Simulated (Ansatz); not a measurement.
# FGe2H5: the cost of one run

All numbers below are computed with Ansatz 0.2.0 (RHF/def2-SVP).

1 further run of the same task is left out (it didn't finish).

## Step 1: The system as given

Bond lengths: Ge1–F2 1.680 Å, Ge1–Ge3 2.400 Å, Ge3–H4 1.550 Å, Ge3–H5 1.550 Å, Ge3–H6 1.550 Å, Ge1–H7 1.549 Å, Ge1–H8 1.549 Å. Angles: F2–Ge1–Ge3 109.4°, F2–Ge1–H7 109.5°, F2–Ge1–H8 109.5°, Ge3–Ge1–H7 109.5°, Ge3–Ge1–H8 109.5°, H7–Ge1–H8 109.5°, Ge1–Ge3–H4 109.5°, Ge1–Ge3–H5 109.5°, Ge1–Ge3–H6 109.5°, H4–Ge3–H5 109.4°, H4–Ge3–H6 109.4°, H5–Ge3–H6 109.4°.

Coordinates:

```xyz
8

Ge    0.0000    0.0000    0.0000
F     0.0000    0.0000    1.6800
Ge    2.2632    0.0000   -0.7992
H     2.7487   -1.4611   -0.9782
H     2.3309    0.7367   -2.1612
H     3.1736    0.7244    0.2250
H    -0.7300    1.2648   -0.5162
H    -0.7300   -1.2648   -0.5162
```

## Step 2: Preparing the start

Contents of input.yaml:

```yaml
crystal:
  periodic: [false, false, false]
  atoms:
    - { symbol: Ge, position_ang: [0.0, 0.0, 0.0] }
    - { symbol: F, position_ang: [0.0, 0.0, 1.68] }
    - { symbol: Ge, position_ang: [2.2632, 0.0, -0.7992] }
    - { symbol: H, position_ang: [2.7487, -1.4611, -0.9782] }
    - { symbol: H, position_ang: [2.3309, 0.7367, -2.1612] }
    - { symbol: H, position_ang: [3.1736, 0.7244, 0.225] }
    - { symbol: H, position_ang: [-0.73, 1.2648, -0.5162] }
    - { symbol: H, position_ang: [-0.73, -1.2648, -0.5162] }
basis:
  gaussian: { orbitals: def2-SVP }
hamiltonian:
  xc: hf
relax:
  f_tol: 0.02
  max_steps: 40
```

On the command line:

```sh
> ansatz run input.yaml --threads 1 --pin off --max-ram 2048MiB --backend cpu --events-out ev --progress --plain --runs-dir out
```

Q: Estimate wall time and peak memory on 1 thread of Arm Neoverse V1, shared host.

About 38 s, with a peak of 0.23 GiB.
